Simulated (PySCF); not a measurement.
# C₆H₁₀BN: magnetic properties

Programs: PySCF 2.14.0, with routines of our own; each step states its level. All values are computed. Atoms count from 0.

### Step 1. The starting structure

18 atoms, charge 0, multiplicity 1; geometry from: GFN2-xTB.

### Step 2. Magnetic properties: GIAO BHandHLYP/pcSseg-1

The job: settings as JSON, then the geometry in Å.

```
{"job": {"kind": "mag", "xc": "BHandHLYP", "basis": "pcSseg-1", "isotopologues": 2}, "charge": 0, "multiplicity": 1}
C     -1.808728    -1.473108    -0.202132
B     -1.058336    -0.089535    -0.056867
C     -1.897030     1.255708     0.027299
C      0.466534    -0.039862     0.008538
C      1.413959    -1.060504    -0.008915
C      2.685786    -0.492022     0.088380
C      2.508706     0.871286     0.159926
N      1.188035     1.126691     0.114837
H     -1.236132    -2.221711    -0.743055
H     -1.995146    -1.883354     0.791081
H     -2.780352    -1.380040    -0.682237
H     -1.519853     1.955375     0.772167
H     -1.855594     1.771766    -0.932936
H     -2.948572     1.086109     0.245375
H      1.196215    -2.108067    -0.081715
H      3.624889    -1.009952     0.105497
H      3.237031     1.656333     0.237607
H      0.769830     2.041205     0.145496
```

Level: GIAO BHandHLYP/pcSseg-1 magnetisability, rotational g tensor and spin-rotation constants, non-relativistic, gas phase.

On the command line:

```
$ OMP_NUM_THREADS=1 python excited_run.py task.json out
```

One launch serves the whole session: the jobs run in the order shown.

Q: Estimate the wall time and peak memory of this first job on 1 thread of Arm Neoverse V2, shared host.

About 23 s, with a peak of 0.82 GiB.
